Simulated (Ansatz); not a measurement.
# AlBrClHO: the cost of one run

Program: Ansatz 0.2.0. Level of theory: RKS CAM-B3LYP/def2-SVP. These are calculated values, not measurements.

### 1 Starting point

Bond lengths: Al1–Br2 2.812 Å, Al1–O3 1.631 Å, Al1–Cl5 2.007 Å. Angles: Br2–Al1–O3 84.0°, Br2–Al1–Cl5 121.2°, O3–Al1–Cl5 154.8°.

As a file:

```xyz
5

Al   -0.1206    0.4080    0.5863
Br    1.3387   -0.9896   -1.3698
O    -1.4178   -0.1164   -0.2522
H    -0.6054   -0.6897   -1.0380
Cl    0.8050    1.3879    2.0737
```

### 2 Pulling towards end A

Springs on the bonds that form and break draw the guess towards this end; the thresholds are loose.

File input.yaml:

```yaml
crystal:
  periodic: [false, false, false]
  atoms:
    - { symbol: Al, position_ang: [-0.1206, 0.408, 0.5863] }
    - { symbol: Br, position_ang: [1.3387, -0.9896, -1.3698] }
    - { symbol: O, position_ang: [-1.4178, -0.1164, -0.2522] }
    - { symbol: H, position_ang: [-0.6054, -0.6897, -1.038] }
    - { symbol: Cl, position_ang: [0.805, 1.3879, 2.0737] }
basis:
  gaussian: { orbitals: def2-SVP }
hamiltonian:
  xc: cam_b3lyp
relax:
  f_tol: 0.15
  max_steps: 25
  restrain:
    - { distance: [3, 1], at: 2.81, k: 30.0 }
    - { distance: [0, 1], at: 2.41, k: 30.0 }
    - { distance: [3, 2], at: 0.97, k: 30.0 }
```

The run is started by

```bash
$ ansatz run input.yaml --threads 2 --pin off --max-ram 3072MiB --backend cpu --events-out ev --progress --plain --runs-dir out
```

What time and memory should one allow on 2 threads of Intel Xeon 6975P-C (Granite Rapids), shared host?

About 12 s, with a peak of 0.23 GiB.
